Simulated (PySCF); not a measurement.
# [CeOCl]+: other functionals and bases at one geometry

One table from this session's results is given with a row withheld; the runs are named, their logs left out.

The runs use PySCF 2.14.0; several levels, as the steps say, no spin–orbit coupling.

1 further run of the same task is left out (for a known fault of the program).

## The starting structure

3 atoms, charge 1, spin multiplicity 1.

Bond lengths: Ce1–O2 1.789 Å, Ce1–Cl3 2.438 Å. Angles: O2–Ce1–Cl3 104.1°.

Coordinates:

```xyz
3

Ce    0.2695    0.0000   -0.5170
O     1.6196    0.0000    0.6567
Cl   -1.7298    0.0000    0.8786
```

Formal oxidation states: Ce +4. The 4f shell is empty and lies in the core potential. An earlier session relaxed this geometry at PBE0, Ce lcecp-2-SVP with ECP46, O def2-SVP, Cl def2-SVP (singlet, point group Cs).

At PBE0 on the finer grid: E = -573.387974 Eh, frontier levels not given, since the 4f levels lie in the core, Mulliken charge on Ce1 +1.46 e, largest force component 0.004 eV/Å. The large-core potential holds the 4f shell empty.

Levels to run: B3LYP; wB97X; PBE0, TZVP. Hardware: 2 threads of Arm Neoverse V2, shared host.

Set-up of the first run:

Input file run.py (the lines that set the calculation):

```python
mol = gto.M(atom='''
Ce     0.26950     0.00000    -0.51699
O      1.61956     0.00000     0.65667
Cl    -1.72977     0.00000     0.87860''',
    basis={'Ce': 'lcecp-2-SVP', 'O': 'def2-SVP', 'Cl': 'def2-SVP'},
    ecp={'Ce': 'lcecp-2-SVP'},
    charge=1, spin=0)
mf = dft.RKS(mol, xc='B3LYP')
mf.grids.atom_grid = (75, 302)  # f atoms: unpruned, at least (60, 302)
mf = mf.density_fit()  # fitting sets: Ce AutoAux, O def2-universal-JKFIT, Cl def2-universal-JKFIT
mf.conv_tol = 1e-08; mf.max_cycle = 55
mf.kernel(dm0)  # dm0: the density of the relaxed state
```

Launch:

```console
OMP_NUM_THREADS=2 python run.py
```

Among the steps run: B3LYP; wB97X; PBE0, TZVP.

One of the session's tables, all rows but one given; the rest of the session is left out.

| level | charge on Ce1 (e) | dipole (D) | largest force component (eV/Å) |
| --- | --- | --- | --- |
| PBE0 (relaxed here) | 1.46 | 6.67 | 0.00 |
| B3LYP | ? | ? | ? |
| wB97X | 1.51 | 7.15 | 0.53 |
| PBE0, TZVP | 1.71 | 6.55 | 0.17 |

**Question.** Estimate the row for B3LYP.

As computed: charge on Ce1 (e): 1.41; dipole (D): 6.54; largest force component (eV/Å): 0.69. In the column «charge on Ce1 (e)» it is the lowest.

The dipole of a charged species depends on the origin, so these sizes hold for this origin alone.

The largest leftover force, 0.69 eV/Å with B3LYP, stands at a geometry relaxed at another level. With 4f in the core, its levels are missing from HOMO and gap, and its count is fixed, so no charge can pass from the ligands into it. Total energies of different levels can't be compared.
